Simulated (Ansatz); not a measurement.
# BP3: the cost of one run

Program: Ansatz 0.2.0. Level of theory: DFT PBE, scalar-relativistic, plane waves, PAW. These are calculated values, not measurements.

**1. The starting structure**

The structure is cubic, space group Pm-3m (No. 221). Conventional cell: a = 3.845 Å, b = 3.845 Å, c = 3.845 Å, α = 90.00°, β = 90.00°, γ = 90.00°. B (site symmetry m-3m) is surrounded by 12 P at 2.72 Å. Around P (site symmetry 4/mmm) lie 4 B at 2.72 Å and 8 P at 2.72 Å.

Structure file:

```cif
data_structure
_symmetry_space_group_name_H-M 'P 1'
_symmetry_Int_Tables_number 1
_cell_length_a 3.8452
_cell_length_b 3.8452
_cell_length_c 3.8452
_cell_angle_alpha 90.000
_cell_angle_beta 90.000
_cell_angle_gamma 90.000
_cell_volume 56.85
loop_
_atom_site_label
_atom_site_type_symbol
_atom_site_fract_x
_atom_site_fract_y
_atom_site_fract_z
_atom_site_occupancy
B1 B 0.00000 0.00000 0.00000 1
P1 P 0.00000 0.50000 0.50000 1
P2 P 0.50000 0.00000 0.50000 1
P3 P 0.50000 0.50000 0.00000 1
```

This is candidate A: Cu3Au (L1_2) type (Pm-3m, No. 221).

(A quick probe on a coarse mesh, which set the mesh and smearing, is not shown.)

**3. Rough relaxation on the coarse mesh (candidate A)**

The input, input.yaml:

```yaml
crystal:
  lattice:
    - [3.8451568069, 0.0, 0.0]
    - [0.0, 3.8451568069, 0.0]
    - [0.0, 0.0, 3.8451568069]
  atoms:
    - { symbol: B, position: [0.0, 0.0, 0.0] }
    - { symbol: P, position: [0.0, 0.5, 0.5] }
    - { symbol: P, position: [0.5, 0.0, 0.5] }
    - { symbol: P, position: [0.5, 0.5, 0.0] }
basis:
  ecutwfc: 420
kpoints:
  mp_grid: { grid: [4, 4, 4] }
hamiltonian:
  xc: pbe
scf:
  occupations: { method: gaussian, width: 0.1 }
  lower_state_search: "off"
output:
  forces: true
  stress: true
  eigenvalues: true
relax:
  adjacent_minimum: "off"
  f_tol: 0.04
  max_steps: 70
  cell: { stress_tol: 0.4 }
```

On the command line:

```
$ ansatz run input.yaml --threads 1 --pin off --max-ram 2560MiB --backend cpu --events-out ev --progress --plain --runs-dir out
```

What time and memory should one allow on 1 thread of Intel Xeon 6975P-C (Granite Rapids), shared host?

About 1.3 s, with a peak of 0.33 GiB.
